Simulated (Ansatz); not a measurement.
# Be2ZnSe3: the cost of one run

Method: DFT PBE, scalar-relativistic, plane waves, PAW, in Ansatz 0.2.0.

1 further run of the same task is left out (it didn't finish).

## Step 1: The system as given

The structure is trigonal, space group P3m1 (No. 156). The conventional cell has a = 3.773 Å, b = 3.773 Å, c = 9.241 Å, α = 90.00°, β = 90.00°, γ = 120.00°. Be (site symmetry 3m) is surrounded by 4 Se at 2.31 Å. Zn (site symmetry 3m) has 4 Se at 2.31 Å as nearest neighbours. Se (site symmetry 3m) is surrounded by 3 Zn at 2.31 Å and 1 Be at 2.31 Å. Se (site symmetry 3m) is surrounded by 4 Be at 2.31 Å. Se (site symmetry 3m) is surrounded by 3 Be at 2.31 Å and 1 Zn at 2.31 Å.

Coordinates:

```
CELL_PARAMETERS angstrom
3.77277 0.00000 0.00000
-1.88639 3.26732 0.00000
0.00000 0.00000 9.24137
ATOMIC_POSITIONS crystal
Be 0.66667 0.33333 0.33333
Be 0.33333 0.66667 0.66667
Zn 0.00000 0.00000 0.00000
Se 0.66667 0.33333 0.08333
Se 0.33333 0.66667 0.41667
Se 0.00000 0.00000 0.75000
```

The start is an ordering of an alloy on its end members' structure types: elements ordered on the sites of the ZnSe type, Be/Zn on Zn (P3m1, No. 156).

## Step 2: A first look at the guess

input.yaml

```yaml
crystal:
  lattice:
    - [3.77277177, 0.0, 0.0]
    - [-1.88638589, 3.2673162, 0.0]
    - [0.0, 0.0, 9.24136576]
  atoms:
    - { symbol: Be, position: [0.66666667, 0.33333333, 0.33333333] }
    - { symbol: Be, position: [0.33333333, 0.66666667, 0.66666667] }
    - { symbol: Zn, position: [0.0, 0.0, 0.0] }
    - { symbol: Se, position: [0.66666667, 0.33333333, 0.08333333] }
    - { symbol: Se, position: [0.33333333, 0.66666667, 0.41666667] }
    - { symbol: Se, position: [0.0, 0.0, 0.75] }
basis:
  ecutwfc: 420
kpoints:
  mp_grid: { grid: [6, 6, 2] }
hamiltonian:
  xc: pbe
scf:
  occupations: { method: gaussian, width: 0.1 }
  lower_state_search: "off"
output:
  forces: true
  stress: true
  eigenvalues: true
```

Started as:

```
$ ansatz run input.yaml --threads 1 --pin off --max-ram 2560MiB --backend cpu --events-out ev --progress --plain --runs-dir out
```

**Question.** How long does this run take on 1 thread of Intel Xeon 6975P-C (Granite Rapids), shared host, and how much memory does it need?

About 2.8 s, with a peak of 0.38 GiB.
